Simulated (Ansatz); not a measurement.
# Lu4ZrO: the cost of one run

Computed with Ansatz 0.2.0 (DFT PBE, scalar-relativistic, plane waves, PAW, unless a step's input says otherwise).

**1. The structure to begin with**

Symmetry: Cmmm, No. 65, orthorhombic system. The conventional cell has a = 5.638 Å, b = 9.492 Å, c = 4.458 Å, α = 90.00°, β = 90.00°, γ = 90.00°. Lu (site symmetry m2m) has 2 O at 2.73 Å and 4 Lu at 2.75 Å in its first shell of neighbours. Around Lu (site symmetry 2/m) lie 6 Lu at 2.75 to 2.82 Å and 2 O at 2.76 Å. Zr (site symmetry mmm) is surrounded by 14 Lu at 3.17 to 3.55 Å and 4 O at 3.59 Å. O (site symmetry mmm) has 8 Lu at 2.73 to 2.76 Å and 4 Zr at 3.59 Å in its first shell of neighbours.

Structure file:

```
CELL_PARAMETERS angstrom
2.81905 -4.74581 0.00000
2.81905 4.74581 0.00000
0.00000 0.00000 4.45807
ATOMIC_POSITIONS crystal
Lu 0.16640 0.83360 0.00000
Lu 0.83360 0.16640 0.00000
Lu 0.00000 0.50000 0.50000
Lu 0.50000 0.00000 0.50000
Zr 0.50000 0.50000 0.00000
O 0.00000 0.00000 0.50000
```

A structure generator made this guess: species swapped into a database cell of LaAlCu4 (Cmmm, No. 65), with Zr on the La sites, O on the Al sites and Lu on the Cu sites. The dimensions are guesses.

**2. A first look at the guess**

input.yaml reads:

```yaml
crystal:
  lattice:
    - [2.81904657, -4.74580626, 0.0]
    - [2.81904657, 4.74580626, 0.0]
    - [0.0, 0.0, 4.45807064]
  atoms:
    - { symbol: Lu, position: [0.16639792, 0.83360208, 0.0] }
    - { symbol: Lu, position: [0.83360208, 0.16639792, 0.0] }
    - { symbol: Lu, position: [0.0, 0.5, 0.5] }
    - { symbol: Lu, position: [0.5, 0.0, 0.5] }
    - { symbol: Zr, position: [0.5, 0.5, 0.0] }
    - { symbol: O, position: [0.0, 0.0, 0.5] }
basis:
  ecutwfc: 420
kpoints:
  mp_grid: { grid: [4, 4, 4] }
hamiltonian:
  xc: pbe
scf:
  occupations: { method: gaussian, width: 0.1 }
  lower_state_search: "off"
output:
  forces: true
  stress: true
  eigenvalues: true
```

Command:

```console
> ansatz run input.yaml --threads 1 --pin off --max-ram 2560MiB --backend cpu --events-out ev --progress --plain --runs-dir out
```

Q: Estimate wall time and peak memory on 1 thread of Arm Neoverse V1, shared host.

About 18 s, with a peak of 0.47 GiB.
